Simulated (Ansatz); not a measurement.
# LiSi16: the cost of one run

Program: Ansatz 0.2.0. Level of theory: DFT PBE+D3(BJ), plane waves, PAW, scalar-relativistic, collinear spin. These are calculated values, not measurements.

## (1) Starting point

The cell holds 17 atoms (LiSi16): a = 7.679 Å, b = 7.679 Å, c = 7.679 Å, α = 60.00°, β = 60.00°, γ = 60.00°.

Its coordinates follow in the input file.

## (2) Preparing the start

File input.yaml:

```yaml
crystal:
  lattice:
    - [0.0, 5.43, 5.43]
    - [5.43, 0.0, 5.43]
    - [5.43, 5.43, 0.0]
  atoms:
    - { symbol: Si, position: [0.0, 0.0, 0.0] }
    - { symbol: Si, position: [0.125, 0.125, 0.125] }
    - { symbol: Si, position: [0.0, 0.0, 0.5] }
    - { symbol: Si, position: [0.125, 0.125, 0.625] }
    - { symbol: Si, position: [0.0, 0.5, 0.0] }
    - { symbol: Si, position: [0.125, 0.625, 0.125] }
    - { symbol: Si, position: [0.0, 0.5, 0.5] }
    - { symbol: Si, position: [0.125, 0.625, 0.625] }
    - { symbol: Si, position: [0.5, 0.0, 0.0] }
    - { symbol: Si, position: [0.625, 0.125, 0.125] }
    - { symbol: Si, position: [0.5, 0.0, 0.5] }
    - { symbol: Si, position: [0.625, 0.125, 0.625] }
    - { symbol: Si, position: [0.5, 0.5, 0.0] }
    - { symbol: Si, position: [0.625, 0.625, 0.125] }
    - { symbol: Si, position: [0.5, 0.5, 0.5] }
    - { symbol: Si, position: [0.625, 0.625, 0.625] }
    - { symbol: Li, position: [0.8102496, 0.8203542, 0.3129815], spin: 1.0 }
magnetization:
  spin_polarized: true
basis:
  ecutwfc: 420.0
kpoints:
  mp_grid: { grid: [2, 2, 2] }
hamiltonian:
  xc: pbe
  dispersion: d3bj
  pseudopotentials: { kind: paw, azcp: { folder: soft_1 } }
scf:
  occupations: { method: fermi_dirac, width: 0.02 }
  lower_state_search: "off"
relax:
  f_tol: 0.08
  max_steps: 25
  adjacent_minimum: "off"
```

The run is started by

```sh
> ansatz run input.yaml --threads 1 --pin off --max-ram 3072MiB --backend cpu --events-out ev --progress --plain --runs-dir out
```

**Question.** How long does this run take on 1 thread of Arm Neoverse V1, shared host, and how much memory does it need?

About 2.5 min, with a peak of 0.66 GiB.
